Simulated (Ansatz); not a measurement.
# CH6GaN: the cost of one run

Method: RKS r2SCAN-D4/def2-SVP, in Ansatz 0.2.0.

### 1 Starting point

Bond lengths: Ga1–H2 1.770 Å, Ga1–C3 2.180 Å, C3–H4 1.110 Å, C3–H5 1.110 Å, C3–H6 1.110 Å, Ga1–N7 1.930 Å, N7–H8 1.060 Å, N7–H9 1.060 Å. Angles: H2–Ga1–C3 43.9°, H2–Ga1–N7 155.6°, C3–Ga1–N7 160.4°, Ga1–C3–H4 105.3°, Ga1–C3–H5 73.7°, Ga1–C3–H6 141.1°, H4–C3–H5 109.4°, H4–C3–H6 109.4°, H5–C3–H6 109.4°, Ga1–N7–H8 120.0°, Ga1–N7–H9 120.0°, H8–N7–H9 120.0°.

Coordinates:

```xyz
9

Ga    0.0000    0.0000    0.0000
H     1.0314    0.0000    1.4384
C     2.1439    0.0000    0.3949
H     2.4735   -1.0462    0.2247
H     2.0074    0.5080   -0.5825
H     2.9135    0.5381    0.9867
N    -1.6714    0.0000   -0.9650
H    -2.3403   -0.8164   -0.8664
H    -1.9204    0.8164   -1.5936
```

### 2 A restrained relaxation towards end A

Springs on the bonds that form and break draw the guess towards this end; the thresholds are loose.

input.yaml reads:

```yaml
crystal:
  periodic: [false, false, false]
  atoms:
    - { symbol: Ga, position_ang: [0.0, 0.0, 0.0] }
    - { symbol: H, position_ang: [1.0314, 0.0, 1.4384] }
    - { symbol: C, position_ang: [2.1439, 0.0, 0.3949] }
    - { symbol: H, position_ang: [2.4735, -1.0462, 0.2247] }
    - { symbol: H, position_ang: [2.0074, 0.508, -0.5825] }
    - { symbol: H, position_ang: [2.9135, 0.5381, 0.9867] }
    - { symbol: "N", position_ang: [-1.6714, 0.0, -0.965] }
    - { symbol: H, position_ang: [-2.3403, -0.8164, -0.8664] }
    - { symbol: H, position_ang: [-1.9204, 0.8164, -1.5936] }
basis:
  gaussian: { orbitals: def2-SVP }
hamiltonian:
  xc: r2scan
  dispersion: d4
relax:
  f_tol: 0.15
  max_steps: 25
  restrain:
    - { distance: [1, 2], at: 2.31, k: 30.0 }
    - { distance: [0, 1], at: 1.57, k: 30.0 }
    - { distance: [0, 2], at: 1.98, k: 30.0 }
```

Run with:

```sh
$ ansatz run input.yaml --threads 2 --pin off --max-ram 3072MiB --backend cpu --events-out ev --progress --plain --runs-dir out
```

Q: Estimate wall time and peak memory on 2 threads of Arm Neoverse V2, shared host.

About 26 s, with a peak of 0.14 GiB.
